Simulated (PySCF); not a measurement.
# Br2Cl2Si: the cost of one run

Computed with PySCF 2.14.0 and routines of our own; the level stands in each step. Atoms count from 0.

## 1. The starting structure

5 atoms, charge 0, multiplicity 1; geometry from: GFN2-xTB.

## 2. Optimising the geometry at PBE0-D3(BJ)/def2-SVP

What the job is given:

```
{"job": {"xc": "PBE0", "basis": "def2-SVP", "d3": "d3bj", "grid": 1, "maxiter": 30, "shake": 0.01, "kind": "geom"}, "charge": 0, "multiplicity": 1}
Cl     0.110080     1.966710    -0.523830
Si    -0.010400     0.067010     0.051440
Cl    -0.290960    -0.098550     2.029210
Br     1.848280    -0.996910    -0.564910
Br    -1.623430    -0.972230    -1.029790
```

On the command line:

```bash
OMP_NUM_THREADS=1 python heavy_run.py task.json out
```

The driver reads the jobs from task.json and runs them one after another.

Q: Estimate the wall time and peak memory of this first job on 1 thread of Intel Xeon Platinum 8488C, shared host.

About 58 s, with a peak of 0.56 GiB.
